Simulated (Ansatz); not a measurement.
What does this script print? It uses Ansatz's Python interface.

`run_bend.py`
```python
"""Bending curve of FH2ISeSn."""

import warnings

import ansatz
from ase import Atoms

warnings.simplefilter("ignore", ansatz.DeckWarning)

atoms = Atoms(["F", "Sn", "Se", "I", "H", "H"], positions=[
    (0.9316, -1.6503, -1.0036),
    (-0.1215, -0.0243, -0.5026),
    (-0.1935, 0.1697, 2.0283),
    (-2.6, -0.2027, -1.4474),
    (0.6519, 1.3918, -1.1963),
    (1.3735, 0.2518, 2.0753),
])

# relax first, so that the scan starts from a minimum
first = (
    ansatz.Crystal.molecule_from_ase(atoms).calculation()
    .basis(gaussian="def2-SVP")
    .functional("hf")
    .relax(force_tolerance=0.02, max_steps=80)
)
atoms.positions = first.run(threads=1).report["positions_ang"]

rows = []
for angle in [90, 100, 110, 120, 135, 150, 165, 179]:
    bent = atoms.copy()
    bent.set_angle(1, 2, 5, angle, indices=[5])
    calc = (
        ansatz.Crystal.molecule_from_ase(bent).calculation()
        .basis(gaussian="def2-SVP")
        .functional("hf")
    )
    rows.append((angle, calc.run(threads=1).report["free_energy_ev"]))
floor = min(e for _, e in rows)
for angle, e in rows:
    print(f"angle Sn1-Se2-H5 = {angle:3d} deg   {1000 * (e - floor):9.1f} meV")
```

```console
$ python run_bend.py
angle Sn1-Se2-H5 =  90 deg         0.0 meV
angle Sn1-Se2-H5 = 100 deg        18.7 meV
angle Sn1-Se2-H5 = 110 deg       144.1 meV
angle Sn1-Se2-H5 = 120 deg       366.3 meV
angle Sn1-Se2-H5 = 135 deg       851.1 meV
angle Sn1-Se2-H5 = 150 deg      1451.4 meV
angle Sn1-Se2-H5 = 165 deg      2023.9 meV
angle Sn1-Se2-H5 = 179 deg      2297.1 meV
```

Reading the output:
- The scan is rigid, and the energies are electronic, in a modest basis. The zero is the lowest point of the grid, which needn't be the minimum.
- def2 sets replace the cores of elements past krypton by effective core potentials.
- Timing: 69 s on 1 thread of Arm Neoverse V2 (shared host), peak memory 0.37 GiB.
